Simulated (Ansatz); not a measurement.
## BN, space group F-43m: an equation of state with a fit, step by step

With the Ansatz DFT code, driven from Python.

Run as a notebook:

```python
import warnings

import ansatz as az
import numpy as np
from scipy.optimize import curve_fit
```

```python
vectors0 = np.array([
    [0.0, 1.8075, 1.8075],
    [1.8075, 0.0, 1.8075],
    [1.8075, 1.8075, 0.0],
])
sites = [
    ("B", (0.0, 0.0, 0.0)),
    ("N", (0.25, 0.25, 0.25)),
]
```

```python
def make_crystal(cell):
    crystal = az.Crystal(lattice=az.Lattice.of(cell))
    for symbol, position in sites:
        crystal = crystal.atom(symbol, position)
    return crystal
```

```python
def vinet(v, e0, v0, b0, b1):
    eta = (v / v0) ** (1 / 3)
    return e0 + 2 * b0 * v0 / (b1 - 1) ** 2 * (2 - (5 + 3 * b1 * (eta - 1) - 3 * eta) * np.exp(-1.5 * (b1 - 1) * (eta - 1)))
```

```python
warnings.simplefilter("ignore", az.DeckWarning)
```

```python
# scale the volume, keep shape and fractions
volumes, energies, pressures = [], [], []
for scale in np.linspace(0.9, 1.1, 9):
    cell = vectors0 * scale ** (1 / 3)
    calc = make_crystal(cell).calculation()
    calc = calc.scf(max_iterations=200, algorithm="density_mixing", self_checks="low")
    calc = calc.occupations(az.OccupationsMethod.FIXED)
    calc = calc.accuracy("medium")
    calc = calc.basis(380, density_ratio=8)
    calc = calc.functional(az.Functional.PBE).kpoints(9, 9, 9)
    calc = calc.stress()
    rep = calc.run(threads=1).report
    volumes.append(abs(np.linalg.det(cell)) / len(sites))
    energies.append(rep["free_energy_ev"] / len(sites))
    pressures.append(np.trace(rep["stress_gpa"]) / 3)
    print(f"V = {volumes[-1]:8.4f} A^3/atom  F = {energies[-1]:.5f} eV/atom  P = {pressures[-1]:8.3f} GPa")
```

    V =   5.3147 A^3/atom  F = -271.03331 eV/atom  P =   51.528 GPa
    V =   5.4623 A^3/atom  F = -271.07393 eV/atom  P =   37.046 GPa
    V =   5.6099 A^3/atom  F = -271.10207 eV/atom  P =   24.220 GPa
    V =   5.7576 A^3/atom  F = -271.11904 eV/atom  P =   12.858 GPa
    V =   5.9052 A^3/atom  F = -271.12599 eV/atom  P =    2.723 GPa
    V =   6.0528 A^3/atom  F = -271.12430 eV/atom  P =   -6.259 GPa
    V =   6.2005 A^3/atom  F = -271.11467 eV/atom  P =  -14.296 GPa
    V =   6.3481 A^3/atom  F = -271.09830 eV/atom  P =  -21.391 GPa
    V =   6.4957 A^3/atom  F = -271.07560 eV/atom  P =  -27.691 GPa

```python
guess = (min(energies), volumes[int(np.argmin(energies))], 0.5, 4.5)
(e0, v0, b0, b1), _ = curve_fit(vinet, np.array(volumes), np.array(energies), p0=guess, maxfev=20000)
print(f"Vinet fit: V0 = {v0:.4f} A^3/atom, B0 = {160.21766 * b0:.1f} GPa, B1 = {b1:.2f}")
print("largest residual", round(1000 * float(np.abs(vinet(np.array(volumes), e0, v0, b0, b1) - energies).max()), 3), "meV/atom")
```

    Vinet fit: V0 = 5.9474 A^3/atom, B0 = 371.0 GPa, B1 = 3.80
    largest residual 0.055 meV/atom

A third-order Birch-Murnaghan fit through the 9 points (the script's own form differs a little) has its minimum at 5.95 Å³ an atom, 0.7 % above the typed cell, with a bulk modulus of 371 GPa and dB/dP = 3.8. From that minimum the energy rises by 93.1 meV an atom on the compressed side and 50.8 meV on the expanded side.

Reading the output:
- The settings weren't tested for convergence.
- The cutoff lies under the one recommended for these potentials.
- Under the recommended cutoff a pressure can be off by several GPa, even in sign.
- Pressure is positive in compression.
- The starting cell is as deposited in a crystallographic database; the results hold for this polymorph, which needn't be the stable one.
- The script silences the warnings on its input, which a real study should read.
- Finished in 4.3 s on 1 thread of Intel(R) Xeon(R) Processor @ 2.30GHz, with other jobs on the host, peak memory 0.49 GiB.
